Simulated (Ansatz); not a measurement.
# Ti4Hg3PbO12: the cost of one run

Method: DFT PBE, scalar-relativistic, plane waves, PAW, in Ansatz 0.2.0.

1 further run of the same task is left out (set aside as unsound or not needed).

### Step 1. The starting structure

The structure is cubic, space group Im-3 (No. 204). The conventional cell has a = 7.801 Å, b = 7.801 Å, c = 7.801 Å, α = 90.00°, β = 90.00°, γ = 90.00°. Pb (site symmetry m-3) is surrounded by 12 O at 2.74 Å. Hg (site symmetry mmm) is surrounded by 4 O at 2.33 Å. Ti (site symmetry -3) has 6 O at 2.00 Å as nearest neighbours. O (site symmetry m) has 2 Ti at 2.00 Å and 2 Hg at 2.33 to 2.84 Å and 1 Pb at 2.74 Å as nearest neighbours.

Structure file:

```
Pb Hg Ti O
1.0
    -3.90069    3.90069    3.90069
     3.90069   -3.90069    3.90069
     3.90069    3.90069   -3.90069
Pb Hg Ti O
1 3 4 12
Cartesian
  0.0000 0.0000 0.0000
  3.9007 0.0000 0.0000
  0.0000 3.9007 0.0000
  0.0000 0.0000 3.9007
  1.9503 1.9503 1.9503
  1.9503 1.9503 -1.9503
  -1.9503 1.9503 1.9503
  1.9503 -1.9503 1.9503
  0.0000 5.5829 1.6147
  3.9007 -1.6823 2.2860
  0.0000 2.2184 1.6147
  3.9007 1.6823 2.2860
  1.6147 0.0000 5.5829
  2.2860 3.9007 -1.6823
  1.6147 0.0000 2.2184
  2.2860 3.9007 1.6823
  5.5829 1.6147 0.0000
  -1.6823 2.2860 3.9007
  2.2184 1.6147 0.0000
  1.6823 2.2860 3.9007
```

This cell was relaxed beforehand with the same method: volume 11.87 Å³/atom, gap on the mesh 1.72 eV.

### Step 2. Static run: bands, density of states and charges

input.yaml

```yaml
crystal:
  lattice:
    - [-3.9006877735, 3.9006877735, 3.9006877735]
    - [3.9006877735, -3.9006877735, 3.9006877735]
    - [3.9006877735, 3.9006877735, -3.9006877735]
  atoms:
    - { symbol: Pb, position: [0.0, 0.0, 0.0] }
    - { symbol: Hg, position: [0.0, 0.5, 0.5] }
    - { symbol: Hg, position: [0.5, 0.0, 0.5] }
    - { symbol: Hg, position: [0.5, 0.5, 0.0] }
    - { symbol: Ti, position: [0.5, 0.5, 0.5] }
    - { symbol: Ti, position: [0.0, 0.0, 0.5] }
    - { symbol: Ti, position: [0.5, 0.0, 0.0] }
    - { symbol: Ti, position: [0.0, 0.5, 0.0] }
    - { symbol: O, position: [0.9226136159, 0.2069775573, 0.7156360586] }
    - { symbol: O, position: [0.0773863841, 0.7930224427, 0.2843639414] }
    - { symbol: O, position: [0.4913414988, 0.2069775573, 0.2843639414] }
    - { symbol: O, position: [0.5086585012, 0.7930224427, 0.7156360586] }
    - { symbol: O, position: [0.7156360586, 0.9226136159, 0.2069775573] }
    - { symbol: O, position: [0.2843639414, 0.0773863841, 0.7930224427] }
    - { symbol: O, position: [0.2843639414, 0.4913414988, 0.2069775573] }
    - { symbol: O, position: [0.7156360586, 0.5086585012, 0.7930224427] }
    - { symbol: O, position: [0.2069775573, 0.7156360586, 0.9226136159] }
    - { symbol: O, position: [0.7930224427, 0.2843639414, 0.0773863841] }
    - { symbol: O, position: [0.2069775573, 0.2843639414, 0.4913414988] }
    - { symbol: O, position: [0.7930224427, 0.7156360586, 0.5086585012] }
basis:
  ecutwfc: 420
kpoints:
  mp_grid: { grid: [6, 6, 6] }
  band_path:
    path:
      - [[0.0, 0.0, 0.0], [0.5, -0.5, 0.5], [0.0, 0.0, 0.5], [0.0, 0.0, 0.0], [0.25, 0.25, 0.25], [0.5, -0.5, 0.5]]
      - [[0.25, 0.25, 0.25], [0.0, 0.0, 0.5]]
    npoints: 10
hamiltonian:
  xc: pbe
scf:
  occupations: { method: gaussian, width: 0.02 }
  n_extra_bands: 50
output:
  forces: true
  stress: true
  eigenvalues: true
  populations: true
  dos: { projected: true, de: 0.02, nscf_kmesh: { grid: [9, 9, 9] } }
  bader: false
  write_density: true
  write_potential: true
  elf: true
  volumetric_format: npy
```

The run is started by

```sh
ansatz run input.yaml --threads 8 --pin off --max-ram 22528MiB --backend cpu --events-out ev --progress --plain --runs-dir out
```

What time and memory should one allow on 8 threads of Arm Neoverse V1, shared host?

About 37 s, with a peak of 2.4 GiB.
